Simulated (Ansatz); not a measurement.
# BFGeH5NSi: a ladder of functionals and wavefunction methods

How much do the methods differ for BFGeH5NSi? The plan is to run it at one geometry with functionals of several rungs and with coupled cluster. The yardstick is the atomisation energy at the CCSD(T) limit.

The runs use Ansatz 0.2.0, Gaussian basis; functionals in def2-TZVPP, the program's frozen cores in correlated methods.

The runs, in order: LDA (SPW92), PBE-D4, revPBE-D4, BLYP-D4, r2SCAN-D4, B97M-V, PBE0-D4, B3LYP-D4, r2SCANh-D4, r2SCAN0-D4, HSE06-D4, BHLYP-D4, CAM-B3LYP-D4, LC-ωPBE, ωB97X-V, ωB97M-V, B2PLYP, PBE-QIDH; CCSD(T)/def2-SVP; CCSD(T)/def2-TZVPP; MP2/def2-QZVPP; extrapolation to the limit; RPA on PBE.

## 1. Structure used throughout

All runs share one geometry, relaxed beforehand with PBE0-D4 in a triple-zeta def2 set.

SMILES `F[B]1N[SiH2][GeH2]1`, 10 atoms, charge 0, spin multiplicity 1.

Atoms are counted from 1 here; the program's logs count them from 0.

Bond lengths: F1–B2 1.328 Å, B2–N3 1.408 Å, B2–Ge5 2.095 Å, N3–Si4 1.769 Å, N3–H6 1.011 Å, Si4–Ge5 2.377 Å, Si4–H7 1.488 Å, Si4–H8 1.488 Å, Ge5–H9 1.534 Å, Ge5–H10 1.534 Å. Angles: F1–B2–N3 124.0°, F1–B2–Ge5 134.6°, N3–B2–Ge5 101.4°, B2–N3–Si4 107.3°, B2–N3–H6 124.0°, Si4–N3–H6 128.7°, N3–Si4–Ge5 81.5°, N3–Si4–H7 111.5°, N3–Si4–H8 111.5°, Ge5–Si4–H7 120.6°, Ge5–Si4–H8 120.6°, H7–Si4–H8 107.9°, B2–Ge5–Si4 69.8°, B2–Ge5–H9 119.0°, B2–Ge5–H10 119.0°, Si4–Ge5–H9 117.3°, Si4–Ge5–H10 117.3°, H9–Ge5–H10 109.7°.

## 2. LDA

This LDA is Slater exchange with PW92 correlation.

in.yaml

```yaml
crystal:
  periodic: [false, false, false]
  atoms:
    - {symbol: F, position_ang: [0.093297, 0.066793, 2.678730]}
    - {symbol: B, position_ang: [0.050437, 0.033105, 1.352148]}
    - {symbol: N, position_ang: [0.437201, -1.078691, 0.580255]}
    - {symbol: Si, position_ang: [0.203343, -0.646883, -1.119624]}
    - {symbol: Ge, position_ang: [-0.523902, 1.391584, -0.136056]}
    - {symbol: H, position_ang: [0.780473, -1.945946, 0.970928]}
    - {symbol: H, position_ang: [1.481365, -0.707035, -1.879473]}
    - {symbol: H, position_ang: [-0.769100, -1.555389, -1.785440]}
    - {symbol: H, position_ang: [-2.007433, 1.753620, -0.280254]}
    - {symbol: H, position_ang: [0.337419, 2.637444, -0.378311]}
basis:
  gaussian: {orbitals: def2-TZVPP}
hamiltonian: {xc: lda}
output: {orbitals: {seedname: orbitals}}
```

Further steps of the session: PBE-D4 (GGA); revPBE-D4 (GGA); BLYP-D4 (GGA); r2SCAN-D4 (meta-GGA); B97M-V (meta-GGA); PBE0-D4 (hybrid); B3LYP-D4 (hybrid); r2SCANh-D4 (hybrid); r2SCAN0-D4 (hybrid); HSE06-D4 (hybrid); BHLYP-D4 (hybrid); CAM-B3LYP-D4 (range-separated); LC-ωPBE (range-separated); ωB97X-V (range-separated); ωB97M-V (range-separated); B2PLYP (double hybrid); PBE-QIDH (double hybrid); CCSD(T) in def2-SVP; CCSD(T) in def2-TZVPP; MP2 in def2-QZVPP; RPA on PBE orbitals.

Before running them: what should the planned runs give, taken together? Wanted: atomisation energy, CCSD(T)/CBS; farthest beyond LDA; mean size of error, GGA; mean size of error, meta-GGA; mean size of error, hybrid; mean size of error, range-separated; mean size of error, double hybrid; gap, smallest and largest; T1 diagnostic.

As calculated:

| quantity | value |
| --- | --- |
| atomisation energy, CCSD(T)/CBS | 833.2 kcal/mol |
| functionals within 8.3 kcal/mol (1.0 %) | BLYP-D4, r2SCAN-D4, B97M-V, PBE0-D4, B3LYP-D4, r2SCANh-D4, HSE06-D4, CAM-B3LYP-D4, LC-ωPBE, ωB97X-V, ωB97M-V, PBE-QIDH |
| farthest beyond LDA | BHLYP-D4 (-22.7 kcal/mol) |
| mean size of error, GGA | 8.9 kcal/mol |
| mean size of error, meta-GGA | 5.1 kcal/mol |
| mean size of error, hybrid | 7.0 kcal/mol |
| mean size of error, range-separated | 3.3 kcal/mol |
| mean size of error, double hybrid | 8.2 kcal/mol |
| gap, smallest and largest | 4.91 eV (LDA (SPW92)), 11.70 eV (LC-ωPBE) |
| T1 diagnostic | 0.0132 |
| triples share of the correlation energy | 3.7 % |

In words: The LDA atomisation energy is off by 121.2 kcal/mol (15 %): it overbinds. PBE-D4 is off by +11.3 kcal/mol. Double hybrids carry the basis error of their MP2 part in triple zeta, and no dispersion term here, so their miss is partly the set-up's. The rungs range-separated, meta-GGA, hybrid, double hybrid miss on average by less than the doubt on the reference (8.3 kcal/mol), so they tie. The reference freezes the cores and leaves out relativity and excitations past (T), and its outer-core shells are covered unevenly, so misses under about 8.3 kcal/mol can't be ranked. Hartree-Fock recovers 72 % of the binding; the rest is correlation. CCSD(T) in def2-SVP is off by -55.2 kcal/mol, more than most functionals: a good method in a small basis is no reference. The gap grows from 4.9 to 11.7 eV across the functionals, mostly with the share of exact exchange. Correlated methods include outer-core shells of Ge, which these sets cover unevenly.
